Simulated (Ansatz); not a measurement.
# AlClH₂SSi: how energies converge with the basis set

An exercise on one series of results from a longer session: the logs are not shown, and one member is left open.

Program: Ansatz 0.2.0, Gaussian basis. Level of theory: one geometry, several basis sets. These are calculated values, not measurements.

Levels to be run: PBE0-D4/def2-SVP; ωB97M-V/def2-SVP; PBE0-D4/def2-QZVPP; ωB97M-V/def2-QZVPP; the functionals' def2-TZVPP values are taken from earlier runs.

## The geometry

An earlier PBE0-D4 in a triple-zeta def2 set relaxation fixed the geometry.

SMILES `Cl[SiH]1[AlH][S]1`, 6 atoms, charge 0, spin multiplicity 1.

Atoms are counted from 1 here; the program's logs count them from 0.

Bond lengths: Cl1–Si2 2.062 Å, Si2–Al3 2.313 Å, Si2–S4 2.178 Å, Si2–H5 1.481 Å, Al3–S4 2.180 Å, Al3–H6 1.572 Å. Angles: Cl1–Si2–Al3 123.9°, Cl1–Si2–S4 113.7°, Cl1–Si2–H5 105.5°, Al3–Si2–S4 58.0°, Al3–Si2–H5 129.8°, S4–Si2–H5 112.3°, Si2–Al3–S4 57.9°, Si2–Al3–H6 165.9°, S4–Al3–H6 136.1°, Si2–S4–Al3 64.1°.

Coordinates:

```
Cl   -2.4565   -0.3263   -0.8075
Si   -0.5126    0.3407   -0.6444
Al    0.8330   -0.0462    1.1964
S     0.9615   -1.2625   -0.6082
H    -0.3134    1.2623   -1.7871
H     1.5301   -0.0319    2.6048
```

The first run:

File in.yaml:

```yaml
crystal:
  periodic: [false, false, false]
  atoms:
    - {symbol: Cl, position_ang: [-2.456503, -0.326337, -0.807496]}
    - {symbol: Si, position_ang: [-0.512616, 0.340723, -0.644447]}
    - {symbol: Al, position_ang: [0.832967, -0.046158, 1.196377]}
    - {symbol: S, position_ang: [0.961534, -1.262458, -0.608191]}
    - {symbol: H, position_ang: [-0.313405, 1.262262, -1.787142]}
    - {symbol: H, position_ang: [1.530122, -0.031932, 2.604799]}
basis:
  gaussian: {orbitals: def2-SVP}
hamiltonian: {xc: pbe0, dispersion: d4}
output: {orbitals: {seedname: orbitals}}
```

Launch:

```sh
$ ansatz run in.yaml --threads 2 --pin off --events-out ev --progress --plain --max-ram 4352MiB
```

Steps of the session up to this table: PBE0-D4 in def2-SVP; ωB97M-V in def2-SVP; PBE0-D4 in def2-QZVPP; ωB97M-V in def2-QZVPP.

One table of the session follows, with a row left open; its other results are not shown here.

It belongs to the step «Functionals by basis». 

```
functional       basis  HOMO (eV)  LUMO (eV)
   PBE0-D4    def2-SVP      -6.78      -1.99
   PBE0-D4  def2-TZVPP      -6.78      -2.05
   PBE0-D4  def2-QZVPP          ?          ?
   ωB97M-V    def2-SVP      -8.64      -0.20
   ωB97M-V  def2-TZVPP      -8.69      -0.34
   ωB97M-V  def2-QZVPP      -8.72      -0.45
```

**Question.** Estimate the row for PBE0-D4, def2-QZVPP.

The run gave: HOMO (eV): -6.80; LUMO (eV): -2.08. In the column «HOMO (eV)» it lies between ωB97M-V, def2-SVP (-8.64) and PBE0-D4, def2-SVP (-6.78).
